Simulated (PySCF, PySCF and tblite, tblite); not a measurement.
**C₈H₈: a path driven as a shift of bonds, and NMR exchange**

An exercise on one series of results from a longer session: the logs are not shown, and one member is left open.

Programs: PySCF 2.14.0 with density-fitted response routines of our own, and tblite 0.8.0. All values are computed, except where a source is named. Atoms count from 0 throughout.

## The starting structure

16 atoms, charge 0, multiplicity 1; geometry from: force field or distance geometry start.

Bonds of the start (Å): C0–C1 1.32, C0–C6 1.51, C0–H8 1.10, C1–C2 1.46, C1–H9 1.12, C2–C3 1.51, C2–C7 1.50, C2–H10 1.13, C3–C4 1.45, C3–C7 1.50, C3–H11 1.11, C4–C5 1.33, C4–H12 1.11, C5–C6 1.51, C5–H13 1.09, C6–C7 1.49, C6–H14 1.08, C7–H15 1.07.

Set-up of the first run:

What the job is given:

```
{"job": {"xc": "GFN2-xTB", "basis": "xTB", "kind": "relax"}, "charge": 0, "multiplicity": 1}
C     -1.803700    -0.175300     1.814900
C     -1.334600     0.538400     2.819500
C     -0.115300     1.273800     2.485000
C      0.094700     2.065000     1.221300
C     -0.995700     2.299600     0.295600
C     -1.613200     1.193200    -0.102400
C     -0.928400     0.041900     0.602400
C      0.314300     0.578400     1.222300
H     -2.700100    -0.812300     1.840600
H     -1.803600     0.549100     3.833000
H      0.684000     1.369400     3.273400
H      1.047800     2.631100     1.121300
H     -1.308800     3.295400    -0.074200
H     -2.448400     1.093100    -0.801700
H     -0.833400    -0.841000    -0.014800
H      1.281700     0.118000     1.162500
```

The run is started by

```sh
> OMP_NUM_THREADS=1 python ens_run.py task.json out
```

This one command runs the whole study; its stages follow in the order run.

Among the steps run: GFN2-xTB relaxation, start minimum; Relaxed scan, to the middle; Relaxed scan, from the middle, back; Relaxed scan, from the middle, on; Nudged elastic band, leg 1; Saddle search, leg 1; DFT refinement, start: B3LYP-D3(BJ)/def2-SVP; Shieldings, start: PBE0/pcSseg-1 in methanol; Shieldings, saddle of leg 1: PBE0/pcSseg-1 in methanol; Kinetics and line shapes; Shieldings, start: B3LYP/pcSseg-1 in methanol; Single-point energy, saddle of leg 1: B3LYP/pcSseg-1 in methanol; Second level: B3LYP/pcSseg-1 + D3(BJ), IEF-PCM methanol.

One of the session's tables, all rows but one given; the rest of the session is left out.

It belongs to the step «Second level: B3LYP/pcSseg-1 + D3(BJ), IEF-PCM methanol». Barriers by level (kcal/mol; entropies in cal/(mol K)). Zero-point and thermal terms come from xTB in every row. ΔG‡ leaves symmetry out; the rate counts one path; effective ΔG‡, where given, is the barrier that would give that rate by Eyring's equation alone:

```
                                    level   ΔE‡  with zero-point   ΔH‡  ΔG‡ (298 K)  k at 298 K (1/s)
                                 GFN2-xTB  6.27             5.28  5.11         5.44           6.4e+08
                    B3LYP-D3(BJ)/def2-SVP  6.05             5.06  4.89         5.22           9.2e+08
 PBE0/pcSseg-1 + D3(BJ), IEF-PCM methanol     ?                ?     ?            ?                 ?
B3LYP/pcSseg-1 + D3(BJ), IEF-PCM methanol  4.94             3.95  3.77         4.11           6.1e+09
```

Estimate the missing values for PBE0/pcSseg-1 + D3(BJ), IEF-PCM methanol.

As computed: ΔE‡: 7.58; with zero-point: 6.59; ΔH‡: 6.41; ΔG‡ (298 K): 6.75; k at 298 K (1/s): 7e+07. In the column «ΔE‡» it is the highest.
